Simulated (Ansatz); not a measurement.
NaLaMnMoO6 in Ansatz: convergence with k mesh

Input of the first run (k mesh 2 × 2 × 1); the others differ in this setting and in those tied to it:

input.yaml

```yaml
crystal:
  lattice:
    - [5.55735, 0.0, 0.0]
    - [0.0, 5.59794, 0.0]
    - [-0.06214, 0.0, 8.02462]
  atoms:
    - { symbol: Na, position: [0.75008, 0.51572, 0.49924] }
    - { symbol: Na, position: [0.24992, 0.01572, 0.50076] }
    - { symbol: La, position: [0.25715, 0.95896, 0.99937] }
    - { symbol: La, position: [0.74285, 0.45896, 0.00063] }
    - { symbol: Mn, position: [0.24767, 0.48762, 0.25607], spin: 4.0 }
    - { symbol: Mn, position: [0.75233, 0.98762, 0.74393], spin: 4.0 }
    - { symbol: Mo, position: [0.75559, 0.99666, 0.2709], spin: 1.0 }
    - { symbol: Mo, position: [0.24441, 0.49666, 0.7291], spin: 1.0 }
    - { symbol: O, position: [0.67335, 0.9783, 0.49061] }
    - { symbol: O, position: [0.03402, 0.81017, 0.27726] }
    - { symbol: O, position: [0.93353, 0.2891, 0.28026] }
    - { symbol: O, position: [0.47817, 0.20966, 0.19922] }
    - { symbol: O, position: [0.54435, 0.73563, 0.20079] }
    - { symbol: O, position: [0.82956, 0.01818, 0.00392] }
    - { symbol: O, position: [0.32665, 0.4783, 0.50939] }
    - { symbol: O, position: [0.96598, 0.31017, 0.72274] }
    - { symbol: O, position: [0.06647, 0.7891, 0.71974] }
    - { symbol: O, position: [0.52183, 0.70966, 0.80078] }
    - { symbol: O, position: [0.45565, 0.23563, 0.79921] }
    - { symbol: O, position: [0.17044, 0.51818, 0.99608] }
hamiltonian:
  xc: pbe
  pseudopotentials: { kind: paw }
magnetization:
  spin_polarized: true
kpoints:
  mp_grid: { grid: [2, 2, 1] }
scf:
  occupations: { method: fermi_dirac, width: 0.05 }
output:
  forces: true
  stress: true
  eigenvalues: true
```

Potentials or basis: Ansatz PAW.

Run with:

```sh
$ ansatz run input.yaml --threads 8 --pin off --max-ram 20480MiB --backend cpu --events-out ev --progress --plain --runs-dir out
```

The cell was built by a generator and needn't be a form met in nature.

Hardware: 8 threads of Arm Neoverse V1 (shared host).

| k mesh | energy less the tightest run, at zero smearing (meV/atom) | pressure (GPa) | largest force (eV/Å) | absolute moment (μB) | gap on the mesh (eV) | SCF cycles | CPU time (s) | peak memory (GiB) |
| --- | --- | --- | --- | --- | --- | --- | --- | --- |
| 2 × 2 × 1 | 2.07 | 0.01 | 0.167 | 10.08 | 0.490 | 16 | 37 | 1.2 |
| 2 × 2 × 2 | 2.15 | -0.05 | 0.067 | 9.98 | 0.150 | 16 | 67 | 1.4 |
| 3 × 3 × 2 | 0.01 | -0.05 | 0.033 | 10.01 | 0.124 | 16 | 130 | 1.4 |
| 4 × 4 × 3 | 0.05 | -0.01 | 0.017 | 10.05 | 0.215 | 16 | 340 | 1.8 |
| 5 × 5 × 3 | 0.04 | -0.01 | 0.015 | 10.05 | 0.216 | 16 | 420 | 2 |
| 6 × 6 × 4 | -0.01 | -0.02 | 0.018 | 10.04 | 0.119 | 16 | 920 | 2.7 |
| 7 × 7 × 5 | 0.00 | -0.01 | 0.017 | 10.05 | 0.155 | 16 | 1300 | 3.2 |
| 8 × 8 × 6 | 0.00 | -0.01 | 0.017 | 10.05 | 0.116 | 16 | 2300 | 4.8 |

Against the tightest run, the energy stays within 1 meV/atom from 3 × 3 × 2 on; the pressure stays within 0.1 GPa from 2 × 2 × 1 on; the largest force stays within 0.005 eV/Å from 4 × 4 × 3 on; the absolute moment stays within 0.02 μB from 4 × 4 × 3 on. Not settled before the last step: the gap on the mesh (to 0.01 eV). Meshes of other sizes hit other points, so gaps and Fermi surfaces needn't settle smoothly. The tightest run that finished is the yardstick and may itself not be fully converged.

Caveat, for the tightest run too: the magnetic or orbital state may not be the lowest; the pressure holds a Pulay correction of +0.6 GPa for the finite cutoff; spin-orbit coupling is left out, which moves the levels of the heavy elements; only a ferromagnetic start was run, and an antiferromagnetic order may lie lower in energy.
